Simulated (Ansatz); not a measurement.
# HfO2: the cost of one run

Program: Ansatz 0.2.0. Level of theory: DFT PBE, scalar-relativistic, plane waves, PAW. These are calculated values, not measurements.

2 further runs of the same task are left out: 2 set aside as unsound or not needed. Runs told in other sessions of the task aren't counted.

## 1. The system as given

It takes space group Pmmn (No. 59, orthorhombic). The conventional cell has a = 3.605 Å, b = 5.098 Å, c = 24.011 Å, α = 90.00°, β = 90.00°, γ = 90.00°. Around Hf (site symmetry mm2) lie 6 O at 2.02 to 2.20 Å. O (site symmetry m) has 3 Hf at 2.08 to 2.20 Å in its first shell of neighbours. Hf (site symmetry mm2) is surrounded by 6 O at 2.08 to 2.21 Å. O (site symmetry m) is surrounded by 4 Hf at 2.02 to 2.36 Å. Hf (site symmetry mm2) has 8 O at 2.10 to 2.36 Å in its first shell of neighbours. O (site symmetry m) has 3 Hf at 2.10 to 2.21 Å in its first shell of neighbours.

As a file:

```cif
data_structure
_symmetry_space_group_name_H-M 'Pmmn:1'
_symmetry_Int_Tables_number 59
_cell_length_a 3.6046
_cell_length_b 5.0976
_cell_length_c 24.0114
_cell_angle_alpha 90.000
_cell_angle_beta 90.000
_cell_angle_gamma 90.000
_cell_volume 441.20
loop_
_atom_site_label
_atom_site_type_symbol
_atom_site_symmetry_multiplicity
_atom_site_Wyckoff_symbol
_atom_site_fract_x
_atom_site_fract_y
_atom_site_fract_z
_atom_site_occupancy
Hf1 Hf 2 a 0.50000 0.50000 0.82201 1
O1 O 4 e 0.00000 0.73942 0.80975 1
Hf2 Hf 2 a 0.00000 0.00000 0.87650 1
O2 O 4 e 0.50000 0.24624 0.88655 1
Hf3 Hf 2 a 0.50000 0.50000 0.96867 1
O3 O 4 e 0.00000 0.74808 0.96197 1
```

Miller indices refer to the conventional cell of the relaxed bulk, Fm-3m (No. 225): a = 5.098 Å, b = 5.098 Å, c = 5.098 Å, α = 90.00°, β = 90.00°, γ = 90.00°.

As cut, it was a (110) slab, 9.0 Å thick as cut, with 15 Å of vacuum; its outer planes are HfO2 (top) and HfO2 (bottom); it was relaxed in an earlier run.

## 2. Scalar-relativistic bands

The cell repeats along c, and a dipole correction in the vacuum removes the field between the copies.

Contents of input.yaml:

```yaml
crystal:
  lattice:
    - [3.6045556795, 0.0, 0.0]
    - [0.0, 5.0976115282, 0.0]
    - [0.0, 0.0, 24.0113891987]
  atoms:
    - { symbol: Hf, position: [0.5, 0.5, 0.3220104622] }
    - { symbol: O, position: [0.0, 0.7394232554, 0.3097523932] }
    - { symbol: O, position: [0.0, 0.2605767446, 0.3097523932] }
    - { symbol: Hf, position: [0.0, 0.0, 0.3764967319] }
    - { symbol: O, position: [0.5, 0.2462390269, 0.3865503738] }
    - { symbol: O, position: [0.5, 0.7537609731, 0.3865503738] }
    - { symbol: Hf, position: [0.5, 0.5, 0.4686685034] }
    - { symbol: O, position: [0.0, 0.7480827131, 0.4619670106] }
    - { symbol: O, position: [0.0, 0.2519172869, 0.4619670106] }
    - { symbol: Hf, position: [0.0, 0.0, 0.5313315662] }
    - { symbol: O, position: [0.5, 0.2480827142, 0.5380330259] }
    - { symbol: O, position: [0.5, 0.7519172858, 0.5380330259] }
    - { symbol: Hf, position: [0.5, 0.5, 0.6235032374] }
    - { symbol: O, position: [0.0, 0.7462390331, 0.6134496015] }
    - { symbol: O, position: [0.0, 0.2537609669, 0.6134496015] }
    - { symbol: Hf, position: [0.0, 0.0, 0.6779895231] }
    - { symbol: O, position: [0.5, 0.2394232713, 0.690247583] }
    - { symbol: O, position: [0.5, 0.7605767287, 0.690247583] }
basis:
  ecutwfc: 420
kpoints:
  mp_grid: { grid: [7, 5, 1] }
  band_path:
    path: [[0.5, 0, 0], [0, 0, 0], [0, 0.5, 0], [0.5, 0.5, 0], [0, 0, 0]]
    npoints: 12
hamiltonian:
  xc: pbe
scf:
  occupations: { method: gaussian, width: 0.05 }
  n_extra_bands: 42
output:
  forces: true
  eigenvalues: true
  populations: true
  fatbands: true
  write_density: true
  write_potential: true
  elf: true
  volumetric_format: npy
efield:
  axis: 3
  dipole_correction: true
  ramp_width: 0.04
```

Command:

```
> ansatz run input.yaml --threads 4 --pin off --max-ram 9216MiB --backend cpu --events-out ev --progress --plain --runs-dir out
```

Q: Estimate wall time and peak memory on 4 threads of Arm Neoverse V2, shared host.

About 4.3 min, with a peak of 3 GiB.
